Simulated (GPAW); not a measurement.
Crystal: DyAgB4F16.

```xyz
22
Lattice="5.4054 -0.1248 -0.0296 0.1513 6.8721 0.1623 0.5296 1.2589 9.4210" Properties=species:S:1:pos:R:3 pbc="T T T"
Dy    3.0611    0.7190    4.4394
Ag    0.6849    7.8562    9.4531
B     5.5055    1.7583    3.0167
B     3.4402    2.4965    7.5507
B     2.8009    5.8142    2.2359
B     5.8404    5.7874    6.3339
F     1.3107    2.1302    3.7836
F     5.1476    0.3764    3.2725
F     0.2230    2.1515    1.7310
F     4.4203    2.4658    3.6485
F     3.0675    3.7853    7.7326
F     4.8237    2.2806    7.6538
F     2.7566    1.5749    8.3611
F     3.0844    2.1159    6.1158
F     1.5849    5.3733    1.7772
F     2.6507    0.4118    2.1505
F     2.9742    5.4852    3.6520
F     3.8727    5.3689    1.5018
F     0.4297    4.7073    5.7646
F     1.5209    6.7547    5.7822
F     0.5588    5.9421    7.7249
F     4.6014    6.5330    5.9712
```

The cell was built by a generator and needn't be a form met in nature.

Base run:

```yaml
Program: GPAW 26.7.0
Functional: PBE
Potentials_or_basis: GPAW PAW data sets (gpaw-data 1.2.1)
Cutoff: 800 eV
Basis: pw
k_mesh: 4 × 3 × 2
Occupations: fermi-dirac, width 0.05 eV
Spin: collinear spin, ferromagnetic start
Starting_moments: "[5.0, 0.0, 0.0, 0.0, 0.0, 0.0, 0.0, 0.0, 0.0, 0.0, 0.0, 0.0, 0.0, 0.0, 0.0, 0.0, 0.0, 0.0, 0.0, 0.0, 0.0, 0.0] μB"
```

Its results: band gap on the k mesh 0.09 eV, direct; pressure -0.6 GPa; net moment 4.98 μB per cell; site moments Dy +4.87; Ag +0.00; B +0.00, -0.00; F +0.00, +0.01 μB; largest force 0.342 eV/Å.

**Question.** The run is repeated on the same cell with these changes: hubbard terms from none to Dy f U = 4 eV. What comes out?

**Answer.** Band gap on the k mesh 1.61 eV, direct; pressure -0.6 GPa; net moment 5.00 μB per cell; site moments Dy +4.94; Ag +0.00; B +0.00, -0.00; F +0.00, -0.00 μB; largest force 0.299 eV/Å.

The U term pushes filled and empty states of the shell apart.

Caveats: one-centre terms of the f shell are cut off; the magnetic or orbital state may not be the lowest; spin-orbit coupling is left out, which moves the levels of the heavy elements; without U or exact exchange the open f shell lies at the Fermi level, which spoils levels, moments and volumes (some runs).

Not every run made on this cell is shown here.
